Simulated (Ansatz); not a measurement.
## AsBH6, SMILES [BH3-][AsH3+]: a ladder of methods at one geometry, step by step

With Ansatz 0.2.0, Python API.

Run as a notebook:

**Cell 1**
```python
from pathlib import Path
import warnings

import ansatz as az
from ase import Atoms
import numpy as np
```

**Cell 2**
```python
warnings.simplefilter("ignore", az.DeckWarning)
```

**Cell 3**
```python
atoms = Atoms(["B", "As", "H", "H", "H", "H", "H", "H"], positions=[
    (-0.4878, 0.1096, -0.8087),
    (0.5578, -0.182, 0.8754),
    (-1.7041, -0.1466, -0.638),
    (-0.0239, -0.4921, -1.7154),
    (-0.4748, 1.3009, -1.1284),
    (-0.1698, 0.7754, 1.8894),
    (0.375, -1.714, 1.0728),
    (2.0198, 0.2917, 0.3971),
])
geometry = az.Crystal.molecule_from_ase(atoms)
```

**Cell 4**
```python
model = geometry.calculation().basis(gaussian="def2-SVP")
```

**Cell 5**
```python
print("functional    E (Ha)        dipole (D)   HOMO (eV)  LUMO (eV)")
for name in ["blyp", "r2scan0", "lda", "hf", "b3lyp"]:
    data = model.functional(name).forces().orbitals().run(threads=1, pin="off", runs_dir="runs").report
    lines = Path(data["orbitals_path"]).read_text().splitlines()
    field_of = lambda key: [line.split("=")[1].strip() for line in lines if line.startswith(key)]
    orbitals = [(27.211386 * float(e), s, float(n)) for e, s, n in zip(field_of("Ene="), field_of("Spin="), field_of("Occup="))]
    homo = max(e for e, _, n in orbitals if n > 0.5)
    lumo = min(e for e, _, n in orbitals if n < 0.5)
    dipole = 4.803205 * np.linalg.norm(data["charge_distribution"]["dipole_moment_e_ang"])
    print(f"{name:10s} {data['free_energy_ev'] / 27.211386246:14.6f} {dipole:9.3f} {homo:11.3f} {lumo:10.3f}")
```
Output:
```text
functional    E (Ha)        dipole (D)   HOMO (eV)  LUMO (eV)
blyp         -2263.956445     5.143      -5.961     -2.718
r2scan0      -2263.908212     5.341      -7.621     -1.697
lda          -2260.308728     5.048      -6.124     -2.794
hf           -2261.980546     5.796     -10.603      1.626
b3lyp        -2264.000843     5.301      -7.175     -2.132
```

Reading the output:
- Total energies depend on the basis set; only differences at equal settings carry meaning.
- The geometry is a force-field or estimated start, not a minimum of this method, and the basis set is short of its limit. A lower total doesn't mark the better method: functionals have no common bound, and MP2 and coupled cluster aren't variational.
- b3lyp holds the VWN-RPA fit, as in Gaussian; the form of ORCA and Turbomole is b3lyp5.
- Levels such as HOMO and LUMO are orbital energies: with these approximate functionals they aren't the ionisation energy and electron affinity, and their gap isn't the fundamental gap.
- Finished in 11 s on 1 thread of Arm Neoverse V1, with other jobs on the host, peak memory 0.21 GiB.
